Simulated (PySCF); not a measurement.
# C2H7GeN: geometry, NMR shifts, spin-spin couplings, electronic excitations and core binding energies

Aim: predict the NMR shifts, spin-spin couplings, electronic excitations and core binding energies of C2H7GeN (`C/N=[CH]\[GeH3]`).

The runs use PySCF 2.14.0, with density-fitted response routines of our own; the level of theory stands in each step. All values are computed, except where a source is named. Atoms count from 0, in the outputs and in this text.

## (1) The starting structure

11 atoms, charge 0, multiplicity 1; geometry from: GFN2-xTB.

Bonds of the start (Å): C0–N1 1.42, N1–C2 1.25, C2–Ge3 1.99, C0–H4 1.09, C0–H5 1.10, C0–H6 1.09, C2–H7 1.09, Ge3–H8 1.50, Ge3–H9 1.49, Ge3–H10 1.50.

## (2) Relaxing the molecule at PBE0-D3(BJ)/def2-SVP

The job: settings as JSON, then the geometry in Å.

```
{"job": {"xc": "PBE0", "basis": "def2-SVP", "d3": "d3bj", "grid": 1, "kind": "geom"}, "charge": 0, "multiplicity": 1}
C     -1.710399    -0.071713     0.066722
N     -0.934743     1.114208     0.165249
C      0.313885     1.081950     0.104330
Ge     1.548560    -0.461397    -0.123784
H     -2.312382    -0.163306     0.971724
H     -1.095408    -0.977123    -0.063916
H     -2.393896     0.034998    -0.776567
H      0.809436     2.046325     0.189860
H      1.369218    -1.204807    -1.413215
H      2.941136     0.081229    -0.121734
H      1.470017    -1.477693     0.975368
```

**Question.** This job is followed by: GIAO PBE0/pcSseg-1 NMR shielding, non-relativistic, gas phase; B3LYP/pcJ-1 Ge:pcSseg-1 indirect spin-spin coupling, non-relativistic, gas phase; TDDFT CAM-B3LYP/def2-SVPD, vertical, gas phase, core orbitals frozen in the response; GIAO PBE/pcSseg-2 NMR shielding, non-relativistic, gas phase; delta-SCF UKS SCAN, pcX-2 on the ionised atom, pcseg-1 elsewhere, spin-free X2C. What will the session give for the following? point group; rotational constants (main isotopes); ¹³C shifts against TMS (PBE0/pcSseg-1); ¹H shifts against TMS (PBE0/pcSseg-1, means over atoms taken as alike); ¹⁵N shifts against NH3 (PBE0/pcSseg-1); ⁷³Ge shifts against GeMe4 (PBE0/pcSseg-1); largest coupling of the table (B3LYP/pcSseg-1+pcJ-1); lowest singlet (CAM-B3LYP/def2-SVPD); brightest single state of those computed; lowest triplet; vertical ionisation energy (ΔSCF); C1s binding energies, SCAN/pcX-2; N1s binding energies, SCAN/pcX-2; range of the shift of Ge3.

The runs gave:

| quantity | value |
| --- | --- |
| point group | Cs |
| rotational constants (main isotopes) | 12.23, 2.37, 2.06 GHz |
| ¹³C shifts against TMS (PBE0/pcSseg-1) | 171.0, 52.1 ppm |
| ¹H shifts against TMS (PBE0/pcSseg-1, means over atoms taken as alike) | 8.54, 4.11, 3.61 ppm |
| ¹⁵N shifts against NH3 (PBE0/pcSseg-1) | 464.8 ppm |
| ⁷³Ge shifts against GeMe4 (PBE0/pcSseg-1) | -302 ppm |
| largest coupling of the table (B3LYP/pcSseg-1+pcJ-1) | ¹J(C,H) C2–H7, 185.7 Hz |
| lowest singlet (CAM-B3LYP/def2-SVPD) | 4.22 eV (294 nm), f = 0.000 |
| brightest single state of those computed | state 5, 7.39 eV, f = 0.338 |
| lowest triplet | 3.47 eV |
| vertical ionisation energy (ΔSCF) | 9.06 eV |
| C1s binding energies, SCAN/pcX-2 | C0 291.54, C2 291.28 eV |
| N1s binding energies, SCAN/pcX-2 | N1 404.79 eV |
| range of the shift of Ge3 | -323 to -302 ppm |

What this shows: Relaxing lowered the energy by 0.093 eV in 5 steps; the close pair that moved most is Ge3–H9, from 1.495 to 1.539 Å. At PBE0/pcSseg-1: Shielding is most anisotropic at N1 (span 967 ppm, paramagnetic term -527 ppm). In the run at B3LYP/pcSseg-1+pcJ-1, the largest coupling of the table is C2–H7, 185.7 Hz, of which the Fermi-contact term gives 184.9 Hz. The lowest singlet, at 4.22 eV, is HOMO→LUMO 0.95 and is dark; of the 10 states computed, the strongest absorption comes from state 5 at 7.39 eV (the last state computed is bright too, and its partners may lie past the list). The lowest triplet lies 0.75 eV below the lowest singlet (triplets in Tamm-Dancoff, singlets in full TDDFT). The orbital energy would give 8.27 eV for ionisation, ΔSCF gives 9.06 eV. The C1s levels kept as sound span 0.26 eV, from C2 (C=N carbon) up to C0 (methyl carbon bonded to N). Across the 2 runs the shift of Ge3 moves most, between -323 (PBE/pcSseg-2) and -302 ppm (PBE0/pcSseg-1). Spin-orbit coupling is left out, which matters for shieldings and couplings at and beside the heavy atoms.
